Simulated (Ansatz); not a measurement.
# One shape, several levels: triplet SiBr2

Wanted: a comparison of 6 runs (UHF/def2-SVPD, UB3LYP/6-31G*, U-revPBE/def2-SVPD, UB3LYP/def2-SVPD, UBLYP/def2-SVPD, UCCSD(T)/def2-SVPD) of triplet SiBr2. 

The results are computed with Ansatz 0.2.0.

26 further runs of the same task are left out: 1 that didn't finish, 25 set aside as unsound or not needed. Runs told in other sessions of the task aren't counted.

## Step 1: Starting point

SiBr2 has 3 atoms, charge 0, and is taken as a triplet. SMILES of the parent species: `Br[Si]Br`. The shape is that of a PBE0-D4/def2-TZVP optimisation. That shape belongs to the parent species and isn't relaxed for this state.

Bond lengths: Br1–Si2 2.249 Å, Si2–Br3 2.249 Å. Angles: Br1–Si2–Br3 101.9°.

## Step 2: The energy at UHF/def2-SVPD (run 1)

Input file job.yaml:

```yaml
crystal:
  periodic: [false, false, false]
  atoms:
    - {symbol: Br, position_ang: [0.975100, 1.342100, 0.670900]}
    - {symbol: Si, position_ang: [-0.770000, 0.385700, -0.376400]}
    - {symbol: Br, position_ang: [-0.216000, -1.792600, -0.307800]}
basis:
  gaussian: {orbitals: def2-SVPD}
magnetization: {spin_polarized: true, initial_magnetization: 2}
output: {orbitals: {seedname: orbitals}}
hamiltonian: {xc: hf}
accuracy: high
```

The run is started by

```sh
$ ansatz run job.yaml --threads 1 --pin off --max-ram 2610MiB --events-out events.jsonl --progress --plain --runs-dir runs
```

What it wrote:

```text
Warning: RAYON_NUM_THREADS=1 ignored (pool sized by the plan → 1); use --threads N
Functional definition: HF
  name "HF"
  exchange = exact_x
  correlation = 0
1830 factors; integrals over basis functions are off by at most 4.6e-9 eV
mean field evaluation 1: about -147839.4710 eV, gradient 1.1e1 eV
mean field evaluation 2: about -147839.5279 eV, gradient 1.1e1 eV
mean field evaluation 4: about -147840.8563 eV, gradient 2.3e0 eV
mean field evaluation 8: about -147840.9893 eV, gradient 2.4e-1 eV
mean field evaluation 16: about -147840.9921 eV, gradient 3.1e-7 eV
mean field -147840.99205274 eV, -5433.0562477147 hartree, gradient 2.2e-8 eV, S^2 2.009213; 0 other end points of the search recorded, 0 dependent functions left out
reference -147840.99205274 eV, -5433.0562477147 hartree; 43, 41 occupied and 63, 65 virtual orbitals, 1830 factors
Total energy: -147840.99205274 eV, -5433.0562477147 hartree
```

Run time: 6 s. Hardware: 1 thread of Arm Neoverse V2, shared host; peak memory 0.47 GiB.

## Step 3: A single-point energy at UB3LYP/6-31G(d) (Cartesian functions) (run 2)

Input file molecule.yaml:

```yaml
crystal:
  periodic: [false, false, false]
  atoms:
    - {symbol: Br, position_ang: [0.975100, 1.342100, 0.670900]}
    - {symbol: Si, position_ang: [-0.770000, 0.385700, -0.376400]}
    - {symbol: Br, position_ang: [-0.216000, -1.792600, -0.307800]}
basis:
  gaussian:
    orbitals: "6-31G*"
magnetization:
  spin_polarized: true
  initial_magnetization: 2
hamiltonian:
  xc: {name: B3LYP}
accuracy: high
output:
  orbitals: {seedname: orbitals}
```

The run is started by

```sh
$ ansatz run molecule.yaml --threads 1 --pin off --max-ram 2610MiB --events-out events.jsonl --progress --plain --runs-dir runs
```

What it wrote:

```text
Warning: RAYON_NUM_THREADS=1 ignored (pool sized by the plan → 1); use --threads N
Functional definition: B3LYP
  name "B3LYP"
  parameter a0 = 0.2
  parameter ax = 0.72
  parameter ac = 0.81
  exchange = (1 - a0 - ax)*slater_x + ax*b88_x + a0*exact_x
  correlation = (1 - ac)*vwn_rpa_c + ac*lyp_c
1513 factors; integrals over basis functions are off by at most 4.1e-9 eV
mean field evaluation 1: about -147954.4539 eV, gradient 6.3e0 eV
mean field evaluation 2: about -147954.5450 eV, gradient 5.0e0 eV
mean field evaluation 4: about -147954.7430 eV, gradient 4.3e-1 eV
mean field evaluation 8: about -147954.7794 eV, gradient 5.0e-2 eV
mean field evaluation 16: about -147954.7794 eV, gradient 2.0e-5 eV
mean field -147954.77942910 eV, -5437.2378566680 hartree, gradient 3.7e-8 eV, S^2 2.003350; 0 other end points of the search recorded, 0 dependent functions left out
reference -147954.77945985 eV, -5437.2378577979 hartree; 43, 41 occupied and 46, 48 virtual orbitals, 1513 factors
Total energy: -147954.77945985 eV, -5437.2378577979 hartree
```

Run time: 11 s. Hardware: 1 thread of Arm Neoverse V2, shared host; peak memory 0.45 GiB.

Runs 3 to 5 aren't shown in full; the table further down has their settings and results.

## Step 4: The energy at UCCSD(T)/def2-SVPD (run 6)

Input file in.yaml:

```yaml
crystal:
  periodic: [false, false, false]
  atoms:
    - {symbol: Br, position_ang: [0.975100, 1.342100, 0.670900]}
    - {symbol: Si, position_ang: [-0.770000, 0.385700, -0.376400]}
    - {symbol: Br, position_ang: [-0.216000, -1.792600, -0.307800]}
basis:
  gaussian:
    orbitals: def2-SVPD
accuracy: high
scf:
  omitted_lower_state_checks: [cluster_reference, increment]
magnetization:
  spin_polarized: true
  initial_magnetization: 2
correlation:
  method: ccsd_t
  frozen_orbitals: {Br: 9, Si: 5}
```

The run is started by

```sh
$ ansatz run in.yaml --threads 1 --pin off --max-ram 2610MiB --events-out events.jsonl --progress --plain --runs-dir runs
```

What it wrote:

```text
Warning: RAYON_NUM_THREADS=1 ignored (pool sized by the plan → 1); use --threads N
[... 12 lines left out ...]
23 core orbitals not correlated: weight in the atoms' cores, before any rotation towards them, 1.000 or more for the frozen orbitals, at most 0.000 for the correlated occupied ones
[... 25 lines left out ...]
Total energy: -147856.14785809 eV, -5433.6132132883 hartree
Checks for a lower state left out: cluster_reference, increment
```

Wall time 59 s (1 thread of Arm Neoverse V2, shared host); peak memory 1 GiB.

## Step 5: The series

| run | level | Cartesian functions | frozen core orbitals | energy (Eh) | HOMO energy (eV) | ⟨S²⟩ | wall time |
| --- | --- | --- | --- | --- | --- | --- | --- |
| 1 | UHF/def2-SVPD | no | – | -5433.056248 | -8.46 | 2.009 | 6 s |
| 2 | UB3LYP/6-31G* (Cartesian functions) | yes | – | -5437.237858 | -5.20 | 2.003 | 11 s |
| 3 | U-revPBE/def2-SVPD | no | – | -5436.581546 | -4.44 | 2.004 | 25 s |
| 4 | UB3LYP/def2-SVPD | no | – | -5437.147169 | -5.23 | 2.004 | 17 s |
| 5 | UBLYP/def2-SVPD | no | – | -5437.128303 | -4.15 | 2.003 | 34 s |
| 6 | UCCSD(T)/def2-SVPD | no | 23 | -5433.613213 | – | 2.009 | 59 s |

## Step 6: Outcome

```
                                           quantity           value
                                run 6: total energy  -5433.61321 Eh
run 6: correlation energy (23 core orbitals frozen)      -557.0 mEh
                              run 6: (T) correction      -15.45 mEh
           run 6: ⟨S²⟩ of the reference determinant           2.009
                               run 6: T1 diagnostic           0.013
```

Totals of different functionals can't be ranked against each other. All runs together took 2.5 min, the longest 59 s.
